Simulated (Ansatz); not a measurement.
**CH₅FO₂Si₂: up Jacob's ladder to CCSD(T)**

The task here is to estimate one member of a computed series from the others.

Method: functionals in def2-TZVPP, the program's frozen cores in correlated methods; program: Ansatz 0.2.0, Gaussian basis.

Levels to be run: PBE-D4, r2SCAN-D4, PBE0-D4, B3LYP-D4, ωB97X-V, ωB97M-V, B2PLYP; CCSD(T)/def2-TZVPP; MP2/def2-QZVPP; extrapolation to the limit.

## The geometry

An earlier PBE0-D4 in a triple-zeta def2 set relaxation fixed the geometry.

11 atoms, charge 0, spin multiplicity 1.

Atoms are counted from 1 here; the program's logs count them from 0.

Bond lengths: C1–Si2 1.853 Å, C1–H7 1.094 Å, C1–H8 1.093 Å, C1–H9 1.093 Å, Si2–O3 1.665 Å, Si2–O5 1.637 Å, Si2–H10 1.478 Å, O3–Si4 1.625 Å, Si4–F6 1.631 Å, O5–H11 0.960 Å. Angles: Si2–C1–H7 111.0°, Si2–C1–H8 110.6°, Si2–C1–H9 110.8°, H7–C1–H8 108.1°, H7–C1–H9 108.1°, H8–C1–H9 108.2°, C1–Si2–O3 107.6°, C1–Si2–O5 113.2°, C1–Si2–H10 112.6°, O3–Si2–O5 110.1°, O3–Si2–H10 107.6°, O5–Si2–H10 105.6°, Si2–O3–Si4 141.2°, O3–Si4–F6 101.2°, Si2–O5–H11 117.3°.

As a file:

```
C    -0.6726    0.8262   -1.1497
Si    0.6650    0.4258    0.0680
O    -0.0500    0.2502    1.5610
Si   -0.6698   -0.8870    2.5427
O     1.5035   -0.9271   -0.3158
F    -0.5680   -2.2119    1.5976
H    -1.3994    0.0118   -1.2155
H    -0.2510    0.9858   -2.1451
H    -1.2061    1.7334   -0.8549
H     1.6724    1.5013    0.1775
H     1.0414   -1.7655   -0.2452
```

The first run:

Contents of in.yaml:

```yaml
crystal:
  periodic: [false, false, false]
  atoms:
    - {symbol: C, position_ang: [-0.672584, 0.826226, -1.149709]}
    - {symbol: Si, position_ang: [0.664961, 0.425796, 0.067992]}
    - {symbol: O, position_ang: [-0.050001, 0.250223, 1.560983]}
    - {symbol: Si, position_ang: [-0.669769, -0.887023, 2.542698]}
    - {symbol: O, position_ang: [1.503494, -0.927134, -0.315797]}
    - {symbol: F, position_ang: [-0.567975, -2.211888, 1.597568]}
    - {symbol: H, position_ang: [-1.399435, 0.011822, -1.215458]}
    - {symbol: H, position_ang: [-0.250984, 0.985767, -2.145052]}
    - {symbol: H, position_ang: [-1.206065, 1.733374, -0.854927]}
    - {symbol: H, position_ang: [1.672432, 1.501295, 0.177532]}
    - {symbol: H, position_ang: [1.041427, -1.765461, -0.245229]}
basis:
  gaussian: {orbitals: def2-TZVPP}
hamiltonian: {xc: pbe, dispersion: d4}
output: {forces: true, orbitals: {seedname: orbitals}}
```

Command:

```console
> ansatz run in.yaml --threads 4 --pin off --events-out ev --progress --plain --max-ram 10444MiB
```

Among the steps run: PBE-D4 (GGA); r2SCAN-D4 (meta-GGA); PBE0-D4 (hybrid); B3LYP-D4 (hybrid); ωB97X-V (range-separated); ωB97M-V (range-separated); B2PLYP (double hybrid); CCSD(T) in def2-TZVPP; MP2 in def2-QZVPP.

One of the session's tables, all rows but one given; the rest of the session is left out.

| method | atomisation energy (kJ/mol) |
| --- | --- |
| PBE-D4 | 4496.0 |
| r2SCAN-D4 | 4451.1 |
| PBE0-D4 | 4403.0 |
| B3LYP-D4 | 4436.0 |
| ωB97X-V | 4464.6 |
| ωB97M-V | 4479.1 |
| B2PLYP | ? |
| HF/def2-TZVPP | 3255.8 |
| MP2/def2-TZVPP | 4452.8 |
| CCSD/def2-TZVPP | 4274.4 |
| CCSD(T)/def2-TZVPP | 4340.2 |
| MP2/CBS | 4585.9 |
| CCSD(T)/CBS | 4473.2 |

Estimate the missing values for B2PLYP.

As computed: atomisation energy (kJ/mol): 4404.8. In the column «atomisation energy (kJ/mol)» it lies between PBE0-D4 (4403.0) and B3LYP-D4 (4436.0).
